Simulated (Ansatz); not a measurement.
# C₄H₁₂S₄Sn: up Jacob's ladder to CCSD(T)

The task here is to estimate one member of a computed series from the others.

Computed with Ansatz 0.2.0, Gaussian basis. Level: functionals in def2-TZVPP, the program's frozen cores in correlated methods.

Plan: LDA (SPW92), PBE-D4, revPBE-D4, BLYP-D4, r2SCAN-D4, B97M-V, PBE0-D4, B3LYP-D4, r2SCANh-D4, r2SCAN0-D4, HSE06-D4, BHLYP-D4, CAM-B3LYP-D4, LC-ωPBE, ωB97X-V, ωB97M-V, B2PLYP, PBE-QIDH; CCSD(T)/def2-SVP; CCSD(T)/def2-TZVPP; MP2/def2-QZVPP; extrapolation to the limit; RPA on PBE.

### Structure used throughout

All runs share one geometry, relaxed beforehand with PBE0-D4 in a triple-zeta def2 set. Sn takes the def2 core potential; no spin-orbit term is included.

SMILES `C[S][Sn]([S]C)([S]C)[S]C`, 21 atoms, charge 0, spin multiplicity 1.

Atoms are counted from 1 here; the program's logs count them from 0.

Bond lengths: C1–S2 1.820 Å, C1–H10 1.090 Å, C1–H11 1.090 Å, C1–H12 1.090 Å, S2–Sn3 2.390 Å, Sn3–S4 2.390 Å, Sn3–S6 2.390 Å, Sn3–S8 2.391 Å, S4–C5 1.820 Å, C5–H13 1.090 Å, C5–H14 1.090 Å, C5–H15 1.090 Å, S6–C7 1.820 Å, C7–H16 1.090 Å, C7–H17 1.090 Å, C7–H18 1.090 Å, S8–C9 1.820 Å, C9–H19 1.090 Å and more. Angles: S2–C1–H10 106.3°, S2–C1–H11 111.2°, S2–C1–H12 111.2°, H10–C1–H11 109.1°, H10–C1–H12 109.1°, H11–C1–H12 109.8°, C1–S2–Sn3 97.7°, S2–Sn3–S4 111.1°, S2–Sn3–S6 111.1°, S2–Sn3–S8 106.3°, S4–Sn3–S6 106.3°, S4–Sn3–S8 111.0°, S6–Sn3–S8 111.1°, Sn3–S4–C5 97.7°, S4–C5–H13 111.2°, S4–C5–H14 111.2°, S4–C5–H15 106.3°, H13–C5–H14 109.8° and more.

Coordinates:

```mol
C4H12S4Sn
  3D, bonds by distance, orders not assigned

 21 20  0  0  0  0  0  0  0  0999 V2000
   -1.4419   -2.2253    1.7871 C   0  0
    0.2630   -1.5901    1.7689 S   0  0
   -0.0066   -0.0024    0.0023 Sn  0  0
   -1.6917    1.6050    0.5419 S   0  0
   -0.9305    2.2534    2.0620 C   0  0
   -0.7182   -1.0703   -2.0145 S   0  0
    0.6960   -2.1995   -2.2032 C   0  0
    2.1210    1.0484   -0.2870 S   0  0
    1.6531    2.1748   -1.6371 C   0  0
   -1.4782   -2.9832    2.5697 H   0  0
   -1.7015   -2.6843    0.8335 H   0  0
   -2.1543   -1.4350    2.0224 H   0  0
    0.0416    2.7006    1.8560 H   0  0
   -0.8252    1.4720    2.8141 H   0  0
   -1.6048    3.0227    2.4383 H   0  0
    0.7679   -2.8852   -1.3594 H   0  0
    1.6293   -1.6474   -2.3106 H   0  0
    0.5125   -2.7710   -3.1130 H   0  0
    1.3250    1.6210   -2.5164 H   0  0
    0.8700    2.8638   -1.3217 H   0  0
    2.5492    2.7428   -1.8867 H   0  0
  1  2  8  0
  2  3  8  0
  3  4  8  0
  4  5  8  0
  3  6  8  0
  6  7  8  0
  3  8  8  0
  8  9  8  0
  1 10  8  0
  1 11  8  0
  1 12  8  0
  5 13  8  0
  5 14  8  0
  5 15  8  0
  7 16  8  0
  7 17  8  0
  7 18  8  0
  9 19  8  0
  9 20  8  0
  9 21  8  0
M  END
```

Set-up of the first run:

Contents of in.yaml:

```yaml
crystal:
  periodic: [false, false, false]
  atoms:
    - {symbol: C, position_ang: [-1.441913, -2.225319, 1.787124]}
    - {symbol: S, position_ang: [0.263010, -1.590096, 1.768904]}
    - {symbol: Sn, position_ang: [-0.006632, -0.002427, 0.002343]}
    - {symbol: S, position_ang: [-1.691731, 1.604994, 0.541857]}
    - {symbol: C, position_ang: [-0.930502, 2.253409, 2.061961]}
    - {symbol: S, position_ang: [-0.718211, -1.070330, -2.014451]}
    - {symbol: C, position_ang: [0.696000, -2.199488, -2.203152]}
    - {symbol: S, position_ang: [2.120965, 1.048358, -0.286968]}
    - {symbol: C, position_ang: [1.653055, 2.174778, -1.637096]}
    - {symbol: H, position_ang: [-1.478206, -2.983165, 2.569674]}
    - {symbol: H, position_ang: [-1.701515, -2.684290, 0.833531]}
    - {symbol: H, position_ang: [-2.154300, -1.435019, 2.022404]}
    - {symbol: H, position_ang: [0.041623, 2.700577, 1.855953]}
    - {symbol: H, position_ang: [-0.825204, 1.472023, 2.814117]}
    - {symbol: H, position_ang: [-1.604785, 3.022673, 2.438265]}
    - {symbol: H, position_ang: [0.767937, -2.885200, -1.359351]}
    - {symbol: H, position_ang: [1.629323, -1.647406, -2.310646]}
    - {symbol: H, position_ang: [0.512510, -2.771006, -3.112950]}
    - {symbol: H, position_ang: [1.324973, 1.621007, -2.516353]}
    - {symbol: H, position_ang: [0.870010, 2.863838, -1.321726]}
    - {symbol: H, position_ang: [2.549191, 2.742790, -1.886743]}
basis:
  gaussian: {orbitals: def2-TZVPP}
hamiltonian: {xc: lda}
output: {orbitals: {seedname: orbitals}}
```

Started as:

```
> ansatz run in.yaml --threads 4 --pin off --events-out ev --progress --plain --max-ram 46080MiB --backend cuda --devices 0, --max-vram 37GiB
```

Among the steps run: LDA; PBE-D4 (GGA); revPBE-D4 (GGA); BLYP-D4 (GGA); r2SCAN-D4 (meta-GGA); B97M-V (meta-GGA); B3LYP-D4 (hybrid); r2SCANh-D4 (hybrid); r2SCAN0-D4 (hybrid); HSE06-D4 (hybrid); BHLYP-D4 (hybrid); CAM-B3LYP-D4 (range-separated); LC-ωPBE (range-separated); ωB97X-V (range-separated); ωB97M-V (range-separated); B2PLYP (double hybrid); PBE-QIDH (double hybrid).

One table of the session follows, with a row left open; its other results are not shown here.

It belongs to the step «Frontier levels by functional». 

| functional | HOMO (eV) | LUMO (eV) | gap (eV) |
| --- | --- | --- | --- |
| LDA (SPW92) | -5.82 | -2.55 | 3.27 |
| PBE-D4 | -5.70 | -2.28 | 3.43 |
| revPBE-D4 | -5.65 | -2.17 | 3.48 |
| BLYP-D4 | -5.53 | -2.18 | 3.35 |
| r2SCAN-D4 | -5.97 | -2.10 | 3.87 |
| B97M-V | -6.07 | -1.99 | 4.08 |
| PBE0-D4 | -6.93 | -1.43 | 5.50 |
| B3LYP-D4 | -6.69 | -1.69 | 5.00 |
| r2SCANh-D4 | -6.42 | -1.80 | 4.63 |
| r2SCAN0-D4 | -7.10 | -1.33 | 5.77 |
| HSE06-D4 | -6.53 | -1.79 | 4.74 |
| BHLYP-D4 | -8.01 | -0.47 | 7.54 |
| CAM-B3LYP-D4 | ? | ? | ? |
| LC-ωPBE | -9.67 | 0.68 | 10.35 |
| ωB97X-V | -9.31 | 0.58 | 9.89 |
| ωB97M-V | -9.13 | 0.45 | 9.58 |

Q: Estimate the row for CAM-B3LYP-D4 from the others.

**Answer.** HOMO (eV): -8.25; LUMO (eV): -0.46; gap (eV): 7.80. In the column «HOMO (eV)» it lies between ωB97M-V (-9.13) and BHLYP-D4 (-8.01).
